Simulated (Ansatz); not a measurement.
**Ag2As (CdCl2 type): how the settings move a single-point run**

Question: which choices in the input matter for Ag2As (CdCl2 type)?

Computed with Ansatz 0.2.0 (reference: DFT, PBE, PAW with Ansatz's default frozen-core files, scalar-relativistic, unless a step's input says otherwise).

## (1) Starting point

The structure is trigonal, space group R-3m (No. 166). The conventional cell has a = 2.674 Å, b = 2.674 Å, c = 18.709 Å, α = 90.00°, β = 90.00°, γ = 120.00°. Around As (site symmetry -3m) lie 6 Ag at 2.57 Å and 6 As at 2.67 Å. Ag (site symmetry 3m) is surrounded by 3 As at 2.57 Å and 9 Ag at 2.62 to 2.67 Å.

Coordinates:

```
As Ag
1.0
     1.33704   -0.77194    6.23622
     0.00000    1.54388    6.23622
    -1.33704   -0.77194    6.23622
As Ag
1 2
Direct
  0.00000 0.00000 0.00000
  0.22328 0.22328 0.22328
  0.77672 0.77672 0.77672
```

## (2) The reference run

input.yaml reads:

```yaml
crystal:
  lattice:
    - [1.3370393318, -0.7719400181, 6.2362235574]
    - [0.0, 1.5438800363, 6.2362235574]
    - [-1.3370393318, -0.7719400181, 6.2362235574]
  atoms:
    - { symbol: As, position: [0.0, 0.0, 0.0] }
    - { symbol: Ag, position: [0.2232815527, 0.2232815527, 0.2232815527] }
    - { symbol: Ag, position: [0.7767184473, 0.7767184473, 0.7767184473] }
kpoints:
  mp_grid: { grid: [13, 13, 13] }
  band_path:
    path:
      - [0.0, 0.0, 0.0]
      - [0.5, 0.5, 0.5]
      - [0.8231184714, 0.1768815286, 0.5]
      - [0.5, -0.1768815286, 0.1768815286]
      - [0.5, 0.0, 0.0]
      - [0.0, 0.0, 0.0]
      - [0.3384407643, -0.3384407643, 0.0]
      - [0.6615592357, 0.0, 0.3384407643]
      - [0.5, 0.0, 0.5]
    npoints: 14
scf:
  occupations: { method: fermi_dirac, width: 0.05 }
hamiltonian:
  xc: pbe
  pseudopotentials: { kind: paw }
output:
  forces: true
  stress: true
  eigenvalues: true
  populations: true
  bader: true
  write_density: true
  write_potential: true
  elf: true
  volumetric_format: npy
```

Run with:

```bash
> ansatz run input.yaml --threads 1 --pin off --max-ram 3072MiB --backend cpu --events-out ev --progress --plain --runs-dir out
```

## (3) Variant: chi_scale 0.1

Edit input.yaml of step 2 so:

```diff
@@ -25,2 +25,3 @@
   occupations: { method: fermi_dirac, width: 0.05 }
+  initial_density: { chi_scale: 0.1 }
 hamiltonian:
@@ -33,6 +34 @@
   populations: true
-  bader: true
-  write_density: true
-  write_potential: true
-  elf: true
-  volumetric_format: npy
```

What does the calculation give? Wanted: for each run, ending; energy change; pressure; gap; force.

The runs gave:

| run | ending | energy change | pressure (GPa) | gap (eV) | force (eV/Å) | cycles | time |
| --- | --- | --- | --- | --- | --- | --- | --- |
| reference | converged | 0 | 77.3 | 0.00 | 0.00 | 7 | 24 s |
| 1: chi_scale 0.1 | converged | 0.0 meV/atom | 77.3 | 0.00 | 0.00 | 9 | 11 s |

Times don't compare one to one where runs were asked for different outputs or read a saved state (see the inputs); cycles may leave out searches for a lower state.

Residual by cycle in the longest SCF loop of each run; runs are numbered as in the table. The quantity is the density residual dr2, in eV.

| cycle | reference | run 1 |
| --- | --- | --- |
| 1 | 0.00296 | 1.87 |
| 2 | 0.00136 | 0.694 |
| 3 | 2.0e-4 | 0.12 |
| 4 | 3.0e-5 | 0.00952 |
| 5 | 2.2e-6 | 3.0e-4 |
| 6 | 1.8e-7 | 9.1e-5 |
| 7 | 8.6e-9 | 6.1e-6 |
| 8 | - | 2.7e-7 |
| 9 | - | 1.1e-8 |

**Reading.** The changed start doesn't alter the result here (within 0.5 meV/atom). The structure is not at rest: the sound run finds 77 GPa, so these are no properties of the relaxed crystal. 
